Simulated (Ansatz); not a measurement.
# HfSi: the cost of one run

Method: def2-QZVPP, core rule «outside noble gas», up to 9 orbitals frozen; program: Ansatz 0.2.0, Gaussian basis.

Plan: UHF; ROHF; CCSD(T) on UHF.

**1. The geometry**

The geometry is a PBE0/def2-TZVP stationary point (not a proven minimum). No spin-orbit coupling is included. Elements past krypton take def2 core potentials.

2 atoms, charge 1, spin multiplicity 2.

Atoms are counted from 1 here; the program's logs count them from 0.

Bond lengths: Hf1–Si2 2.518 Å.

**2. UHF**

The input, in.yaml:

```yaml
crystal:
  periodic: [false, false, false]
  atoms:
    - {symbol: Hf, position_ang: [0.000000, 0.000000, 0.000000]}
    - {symbol: Si, position_ang: [0.000000, 0.000000, 2.517600]}
basis:
  gaussian: {orbitals: "def2-QZVPP.json"}
total_charge: 1
magnetization: {spin_polarized: true, initial_magnetization: 1}
hamiltonian: {xc: hf}
output: {orbitals: {seedname: orbitals}}
```

The run is started by

```sh
$ ansatz run in.yaml --threads 1 --pin off --events-out ev --progress --plain --max-ram 4096MiB --backend cpu
```

**Question.** How long does this run take on 1 thread of AMD EPYC 7R13, shared host, and how much memory does it need?

About 65 s, with a peak of 0.4 GiB.
